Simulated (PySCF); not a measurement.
# C6H13BFO2−: NMR shifts in solvents

Aim: compute the NMR shifts of C6H13BFO2− (`CCC[B@-]1(C)OC[C@H](F)O1`), and see what a dielectric continuum does where one was used.

Programs: PySCF 2.14.0, with density-fitted response routines of our own. Each step states its level of theory. These are calculated values for one molecule, in the gas phase or a continuum, unless marked as measured. Atoms are numbered from 0 throughout.

## Step 1: Starting geometry

23 atoms, charge -1, multiplicity 1; geometry from: GFN2-xTB. The atoms were then displaced at random by about 0.01 Å, so the start is not that level's minimum.

Bonds of the start (Å): C0–C1 1.55, C1–C2 1.54, C2–B3 1.63, B3–C4 1.62, B3–O5 1.52, O5–C6 1.37, C6–C7 1.55, C7–F8 1.43, C7–O9 1.30, O9–B3 1.59, C0–H10 1.07, C0–H11 1.10, C0–H12 1.07, C1–H13 1.10, C1–H14 1.10, C2–H15 1.07, C2–H16 1.10, C4–H17 1.09, C4–H18 1.10, C4–H19 1.08, C6–H20 1.11, C6–H21 1.12, C7–H22 1.11.

## Step 2: Geometry optimisation at PBE0-D3(BJ)/def2-SVP

What the job is given:

```
{"job": {"xc": "PBE0", "basis": "def2-SVP", "d3": "d3bj", "grid": 1, "shake": 0.01, "kind": "geom"}, "charge": -1, "multiplicity": 1}
C      2.435080    -0.683560     0.197720
C      1.970370     0.489970    -0.702960
C      0.479270     0.377580    -1.087520
B     -0.544920     0.541010     0.164530
C     -0.378610     1.900580     1.024250
O     -0.625450    -0.663050     1.084030
C     -1.529070    -1.559260     0.578040
C     -2.456750    -0.728730    -0.344590
F     -2.505130    -1.387190    -1.610440
O     -2.022620     0.495830    -0.417560
H      3.423340    -0.517120     0.572570
H      1.732790    -0.727740     1.037620
H      2.349770    -1.587820    -0.365590
H      2.117600     1.440820    -0.165990
H      2.602500     0.502860    -1.602000
H      0.346060    -0.564890    -1.575700
H      0.274340     1.164300    -1.821600
H     -0.248200     2.780700     0.397230
H     -1.238290     2.095460     1.674070
H      0.471050     1.837240     1.686820
H     -2.117420    -2.036860     1.386130
H     -1.054350    -2.371120    -0.036140
H     -3.533690    -0.775490    -0.070080
```

On the command line:

```
$ OMP_NUM_THREADS=1 python probes_run.py task.json out
```

The driver reads the jobs from task.json and runs them one after another.

The program printed:

```text
step   0  E = -510.79336384  max force = 0.035659
step   1  E = -510.80129098  max force = 0.008329
step   2  E = -510.80167660  max force = 0.003597
step   3  E = -510.80176171  max force = 0.001616
step   4  E = -510.80179767  max force = 0.000722
step   5  E = -510.80181606  max force = 0.001171
step   6  E = -510.80183222  max force = 0.001622
step   7  E = -510.80184692  max force = 0.001695
step   8  E = -510.80186079  max force = 0.001076
step   9  E = -510.80186940  max force = 0.000730
step  10  E = -510.80186784  max force = 0.000727
step  11  E = -510.80186664  max force = 0.000537
step  12  E = -510.80186601  max force = 0.000193
optimisation converged
```

Run time: 3.1 min. Hardware: 1 thread of Intel Xeon 6975P-C, shared host; peak memory 0.92 GiB.

The steps of the relaxation:

| step | energy from step 0 (eV) | largest force component (eV/Å) |
| --- | --- | --- |
| 0 | 0.0000 | 1.8337 |
| 1 | -0.2157 | 0.4283 |
| 2 | -0.2262 | 0.1850 |
| 3 | -0.2285 | 0.0831 |
| 4 | -0.2295 | 0.0371 |
| 5 | -0.2300 | 0.0602 |
| 6 | -0.2304 | 0.0834 |
| 7 | -0.2308 | 0.0872 |
| 8 | -0.2312 | 0.0553 |
| 9 | -0.2314 | 0.0375 |
| 10 | -0.2314 | 0.0374 |
| 11 | -0.2314 | 0.0276 |
| 12 | -0.2314 | 0.0099 |

Close pairs (by a distance rule), those that changed most:

| bond | before (Å) | after (Å) | change (Å) |
| --- | --- | --- | --- |
| B3–O9 | 1.589 | 1.525 | -0.063 |
| C2–H15 | 1.070 | 1.108 | +0.038 |
| C0–H12 | 1.069 | 1.104 | +0.036 |
| C0–H10 | 1.070 | 1.105 | +0.035 |
| C7–O9 | 1.301 | 1.331 | +0.030 |
| C0–C1 | 1.551 | 1.524 | -0.026 |
| C4–H19 | 1.079 | 1.105 | +0.026 |
| C2–B3 | 1.626 | 1.646 | +0.020 |

The final coordinates are the input of the step that follows.

| at the end point | value |
| --- | --- |
| point group (found at 0.08 Å tolerance) | C1 |
| rotational constants (GHz, main isotopes) | 1.777, 0.979, 0.854 |

## Step 3: Nuclear shieldings: PBE0/pcSseg-1 in benzene

What the job is given:

```
{"job": {"kind": "nmr", "xc": "PBE0", "basis": "pcSseg-1", "solvent": "benzene", "pop": true}, "charge": -1, "multiplicity": 1}
C      2.321224    -0.883241     0.245837
C      2.004500     0.379372    -0.547485
C      0.557619     0.435359    -1.038699
B     -0.596142     0.686305     0.107680
C     -0.496683     2.142412     0.818343
O     -0.629707    -0.396270     1.146024
C     -1.480858    -1.383157     0.706916
C     -2.376332    -0.742591    -0.377841
F     -2.239688    -1.500413    -1.569211
O     -1.971434     0.516293    -0.529834
H      3.351317    -0.881682     0.644825
H      1.607642    -0.989049     1.076962
H      2.211753    -1.779074    -0.390553
H      2.209142     1.259707     0.091290
H      2.721919     0.458564    -1.390342
H      0.326899    -0.496444    -1.591511
H      0.461039     1.245382    -1.787518
H     -0.548373     2.964633     0.081647
H     -1.322344     2.283171     1.538475
H      0.449261     2.265714     1.376567
H     -2.092758    -1.790520     1.540716
H     -0.959783    -2.248753     0.237052
H     -3.466016    -0.810082    -0.164893
```

With the program's defaults for keys left out, this is: GIAO PBE0/pcSseg-1 NMR shielding, non-relativistic, IEF-PCM benzene.

The program printed:

```text
coarse grid: 18920 points
cycle   1  E = -510.8233730300  dE =  1.061e+00  |g| = 1.092e+00  |ddm| = 4.065e+00
cycle   2  E = -510.5543746877  dE =  2.690e-01  |g| = 1.636e+00  |ddm| = 2.999e+00
cycle   3  E = -511.0644135807  dE = -5.100e-01  |g| = 1.480e-01  |ddm| = 2.031e+00
cycle   4  E = -511.0679939315  dE = -3.580e-03  |g| = 6.350e-02  |ddm| = 1.533e-01
cycle   5  E = -511.0686947311  dE = -7.008e-04  |g| = 1.389e-02  |ddm| = 5.388e-02
cycle   6  E = -511.0687280048  dE = -3.327e-05  |g| = 4.574e-03  |ddm| = 1.294e-02
cycle   7  E = -511.0687317827  dE = -3.778e-06  |g| = 8.586e-04  |ddm| = 3.799e-03
final grid: 182312 points
cycle   8  E = -511.1532804014  dE = -8.028e-05  |g| = 1.365e-02  |ddm| = 4.256e-02
cycle   9  E = -511.1532491354  dE =  3.127e-05  |g| = 1.887e-02  |ddm| = 2.409e-02
cycle  10  E = -511.1533186355  dE = -6.950e-05  |g| = 1.344e-03  |ddm| = 1.425e-02
cycle  11  E = -511.1533189951  dE = -3.596e-07  |g| = 3.206e-04  |ddm| = 1.766e-03
cycle  12  E = -511.1533190153  dE = -2.018e-08  |g| = 1.087e-04  |ddm| = 3.840e-04
cycle  13  E = -511.1533190171  dE = -1.749e-09  |g| = 3.300e-05  |ddm| = 9.082e-05
cycle  14  E = -511.1533190172  dE = -1.655e-10  |g| = 6.912e-06  |ddm| = 2.789e-05
converged SCF energy = -511.1533190172

GIAO shielding tensors (ppm)
atom      isotropic    diamagn.    paramagn.     s11        s22        s33       span
  0 C      168.188     248.080     -79.892    152.207    165.762    186.595     34.388
  1 C      159.898     245.332     -85.435    153.826    156.640    169.227     15.401
  2 C      159.669     252.199     -92.530    148.407    153.778    176.824     28.417
  3 B       93.808     181.203     -87.395     85.319     93.749    102.356     17.036
  4 C      178.839     251.472     -72.632    165.245    181.882    189.391     24.146
  5 O      280.503     398.131    -117.628    216.824    260.852    363.833    147.010
  6 C      109.030     244.583    -135.553     76.861    101.698    148.532     71.671
  7 C       67.508     241.775    -174.267     31.321     75.477     95.726     64.405
  8 F      288.756     477.927    -189.170    202.206    285.773    378.289    176.083
  9 O      193.366     398.626    -205.260    146.992    155.449    277.658    130.666
 10 H       30.801      28.802       1.999     26.153     27.949     38.301     12.148
 11 H       28.781      31.227      -2.445     22.363     29.923     34.058     11.696
 12 H       30.851      30.779       0.072     27.312     29.081     36.160      8.848
 13 H       30.073      31.875      -1.801     25.813     29.969     34.438      8.626
 14 H       30.041      30.081      -0.040     24.416     28.726     36.982     12.566
 15 H       31.270      34.433      -3.163     27.515     31.857     34.436      6.921
 16 H       31.381      33.427      -2.046     27.513     30.403     36.226      8.713
 17 H       31.913      31.413       0.500     28.435     29.510     37.793      9.358
 18 H       32.171      31.313       0.858     28.689     30.085     37.738      9.049
 19 H       31.379      32.405      -1.027     27.174     31.035     35.928      8.754
 20 H       27.385      28.659      -1.274     23.107     25.651     33.398     10.291
 21 H       27.569      30.481      -2.912     24.459     26.140     32.107      7.648
 22 H       25.419      27.695      -2.276     20.777     24.920     30.559      9.782
```

Run time: 38 s. Hardware: 1 thread of Intel Xeon 6975P-C, shared host; peak memory 1.2 GiB.

Shifts follow as δ = σ(reference) − σ, with reference shieldings (ppm) from runs at the same level and on the same kind of geometry: ¹H TMS 31.25, ¹³C TMS 184.9, ¹⁹F CFCl3 178.7, ¹⁷O H2O 338.8, ¹¹B BF3·OEt2 101.0. The references are single molecules in the same continuum, so shifts against H2O, NH3, PH3, H3PO4 or CFCl3 are not on the usual liquid scales and can be off by tens of ppm. Atoms listed in one row are averaged.

| atoms | environment | σ (ppm) | δ (ppm) |
| --- | --- | --- | --- |
| C7 | sp3 CH bonded to F and O | 67.5 | 117.4 |
| C6 | sp3 CH2 bonded to O | 109.0 | 75.8 |
| C2 | sp3 CH2 bonded to B | 159.7 | 25.2 |
| C1 | sp3 CH2 | 159.9 | 25.0 |
| C0 | methyl carbon | 168.2 | 16.7 |
| C4 | methyl carbon bonded to B | 178.8 | 6.0 |
| H22 | hydrogen on an sp3 CH bonded to F and O | 25.42 | 5.84 |
| H20 | hydrogen on an sp3 CH2 bonded to O | 27.39 | 3.87 |
| H21 | hydrogen on an sp3 CH2 bonded to O | 27.57 | 3.69 |
| H14 | hydrogen on an sp3 CH2 | 30.04 | 1.21 |
| H13 | hydrogen on an sp3 CH2 | 30.07 | 1.18 |
| H10, H11, H12 | hydrogen on a methyl carbon | 30.14 | 1.11 |
| H15 | hydrogen on an sp3 CH2 bonded to B | 31.27 | -0.01 |
| H16 | hydrogen on an sp3 CH2 bonded to B | 31.38 | -0.13 |
| H17, H18, H19 | hydrogen on a methyl carbon bonded to B | 31.82 | -0.57 |
| B3 | boron bonded to 2 C, 2 O, in a 5-membered ring | 93.8 | 7.2 |
| O9 | oxygen bonded to C, B, in a 5-membered ring | 193.4 | 145.4 |
| O5 | oxygen bonded to C, B, in a 5-membered ring | 280.5 | 58.3 |
| F8 | fluorine on an sp3 carbon | 288.8 | -110.0 |

Charges from the same density, by scheme (e):

| atoms | Mulliken | IAO | Hirshfeld | ESP fit |
| --- | --- | --- | --- | --- |
| C0 | -0.30 | -0.41 | -0.13 | -0.37 |
| C1 | -0.27 | -0.23 | -0.08 | 0.24 |
| C2 | -0.45 | -0.41 | -0.17 | -0.43 |
| B3 | 0.67 | 0.33 | 0.10 | 1.06 |
| C4 | -0.52 | -0.56 | -0.23 | -1.00 |
| O5 | -0.61 | -0.51 | -0.24 | -0.58 |
| C6 | 0.03 | -0.08 | -0.04 | -0.05 |
| C7 | 0.37 | 0.33 | 0.09 | 0.40 |
| F8 | -0.40 | -0.40 | -0.19 | -0.36 |
| O9 | -0.57 | -0.48 | -0.24 | -0.65 |

Mayer bond orders: C0–C1 1.05, C1–C2 1.04, C2–B3 0.86, B3–C4 0.93, B3–O5 0.82, O5–C6 1.02, C6–C7 1.03, C7–F8 0.81, C7–O9 1.15, O9–B3 0.78.

Ring of atoms B3, O5, C6, C7, O9: NICS(0) -6.9, NICS(1) -2.9, NICS(1)zz -5.9 ppm (means of both faces).

## Step 4: NMR shieldings: PBE0/pcSseg-1 in chloroform

The job, as its differences from that of step 3:

```diff
@@ -1,2 +1,2 @@
-{"job": {"kind": "nmr", "xc": "PBE0", "basis": "pcSseg-1", "solvent": "benzene", "pop": true}, "charge": -1, "multiplicity": 1}
+{"job": {"kind": "nmr", "xc": "PBE0", "basis": "pcSseg-1", "solvent": "chloroform", "pop": false}, "charge": -1, "multiplicity": 1}
 C      2.321224    -0.883241     0.245837
```

Level: GIAO PBE0/pcSseg-1 NMR shielding, non-relativistic, IEF-PCM chloroform.

The program printed:

```text
coarse grid: 18920 points
cycle   1  E = -510.8485619222  dE =  1.036e+00  |g| = 1.083e+00  |ddm| = 4.065e+00
cycle   2  E = -510.6054757717  dE =  2.431e-01  |g| = 1.592e+00  |ddm| = 2.847e+00
cycle   3  E = -511.0840359515  dE = -4.786e-01  |g| = 1.398e-01  |ddm| = 1.898e+00
cycle   4  E = -511.0872731834  dE = -3.237e-03  |g| = 5.908e-02  |ddm| = 1.426e-01
cycle   5  E = -511.0878973175  dE = -6.241e-04  |g| = 1.279e-02  |ddm| = 5.063e-02
cycle   6  E = -511.0879252316  dE = -2.791e-05  |g| = 4.356e-03  |ddm| = 1.200e-02
cycle   7  E = -511.0879286532  dE = -3.422e-06  |g| = 7.555e-04  |ddm| = 3.563e-03
final grid: 182312 points
cycle   8  E = -511.1724565051  dE = -8.088e-05  |g| = 1.357e-02  |ddm| = 4.261e-02
cycle   9  E = -511.1724263182  dE =  3.019e-05  |g| = 1.868e-02  |ddm| = 2.365e-02
cycle  10  E = -511.1724942057  dE = -6.789e-05  |g| = 1.340e-03  |ddm| = 1.399e-02
cycle  11  E = -511.1724945624  dE = -3.567e-07  |g| = 3.096e-04  |ddm| = 1.711e-03
cycle  12  E = -511.1724945811  dE = -1.869e-08  |g| = 1.074e-04  |ddm| = 3.644e-04
cycle  13  E = -511.1724945828  dE = -1.692e-09  |g| = 3.206e-05  |ddm| = 8.789e-05
cycle  14  E = -511.1724945829  dE = -1.564e-10  |g| = 6.826e-06  |ddm| = 2.699e-05
converged SCF energy = -511.1724945829

GIAO shielding tensors (ppm)
atom      isotropic    diamagn.    paramagn.     s11        s22        s33       span
  0 C      168.440     248.358     -79.919    152.696    165.819    186.804     34.107
  1 C      160.430     245.493     -85.063    154.691    157.047    169.552     14.861
  2 C      159.837     252.617     -92.780    148.317    154.063    177.133     28.816
  3 B       93.763     181.280     -87.516     85.324     93.627    102.339     17.015
  4 C      179.079     252.033     -72.954    165.385    182.075    189.776     24.391
  5 O      282.356     398.406    -116.049    219.223    263.113    364.733    145.510
  6 C      109.450     244.724    -135.274     77.226    102.463    148.660     71.435
  7 C       67.583     241.937    -174.354     31.786     75.035     95.928     64.142
  8 F      291.175     478.009    -186.834    203.642    290.388    379.494    175.852
  9 O      195.738     398.983    -203.246    149.092    158.860    279.260    130.168
 10 H       30.663      28.684       1.979     25.987     27.744     38.257     12.270
 11 H       28.921      31.411      -2.490     22.510     30.114     34.140     11.630
 12 H       30.801      30.726       0.075     27.253     28.980     36.171      8.918
 13 H       30.080      31.878      -1.797     25.781     29.957     34.503      8.722
 14 H       29.983      30.010      -0.027     24.342     28.619     36.988     12.646
 15 H       31.352      34.578      -3.226     27.622     31.942     34.493      6.871
 16 H       31.403      33.513      -2.111     27.546     30.425     36.237      8.691
 17 H       31.871      31.421       0.450     28.359     29.450     37.804      9.445
 18 H       32.198      31.361       0.838     28.716     30.072     37.808      9.092
 19 H       31.329      32.430      -1.100     27.090     30.951     35.947      8.857
 20 H       27.280      28.523      -1.243     22.971     25.524     33.345     10.374
 21 H       27.559      30.446      -2.887     24.421     26.148     32.108      7.687
 22 H       25.356      27.610      -2.254     20.747     24.804     30.516      9.770
```

Wall time 37 s (1 thread of Intel Xeon 6975P-C, shared host); peak memory 1.2 GiB.

This run: δ C7 117.6, C6 75.7, C2 25.3, C1 24.7, H22 5.89, H20 3.97 ppm.

## Step 5: Comparing the runs: NMR shifts

Shifts (ppm) of some atoms, chosen among heavy atoms and hydrogens apart, with basis size and wall time:

| run | C7 | C1 | H20 | H15 | B3 | O5 | F8 | functions | time |
| --- | --- | --- | --- | --- | --- | --- | --- | --- | --- |
| PBE0/pcSseg-1 in benzene | 117.4 | 25.0 | 3.87 | -0.01 | 7.2 | 58.3 | -110.0 | 235 | 38 s |
| PBE0/pcSseg-1 in chloroform | 117.6 | 24.7 | 3.97 | -0.11 | 7.4 | 58.6 | -111.6 | 235 | 37 s |

The continuum's effect on the ground state:

| solvent | ε | polarisation energy (Eh) |
| --- | --- | --- |
| benzene | 2.27 | -0.0442 |
| chloroform | 4.71 | -0.0643 |

## Step 6: Outcome

```
                                                                       quantity                                                        value
                                                                    point group                                                           C1
                                           rotational constants (main isotopes)                                         1.78, 0.98, 0.85 GHz
                                ¹³C shifts against TMS (PBE0/pcSseg-1, benzene)                       117.4, 75.8, 25.2, 25.0, 16.7, 6.0 ppm
¹H shifts against TMS (PBE0/pcSseg-1, benzene, means over atoms taken as alike)  5.84, 3.87, 3.69, 1.21, 1.18, 1.11, -0.01, -0.13, -0.57 ppm
                           ¹¹B shifts against BF3·OEt2 (PBE0/pcSseg-1, benzene)                                                      7.2 ppm
                                ¹⁷O shifts against H2O (PBE0/pcSseg-1, benzene)                                              145.4, 58.3 ppm
                              ¹⁹F shifts against CFCl3 (PBE0/pcSseg-1, benzene)                                                   -110.0 ppm
                                                       range of the shift of F8                                         -111.6 to -110.0 ppm
```

**Reading.** Relaxing lowered the energy by 0.231 eV in 12 steps; the close pair that moved most is B3–O9, from 1.589 to 1.525 Å. No frequency check was run at this level, so the end point may be a saddle. The most deshielded hydrogen is H22 (hydrogen on an sp3 CH bonded to F and O), at 5.84 ppm: its carbon carries F and O, which withdraws density. At PBE0/pcSseg-1: Shielding is most anisotropic at F8 (span 176 ppm, paramagnetic term -189 ppm). Across the 2 runs the shift of F8 moves most, between -111.6 (PBE0/pcSseg-1 in chloroform) and -110.0 ppm (PBE0/pcSseg-1 in benzene). The continuum holds electrostatics alone: no hydrogen bonds to the solvent, and the gas-phase geometry is kept.
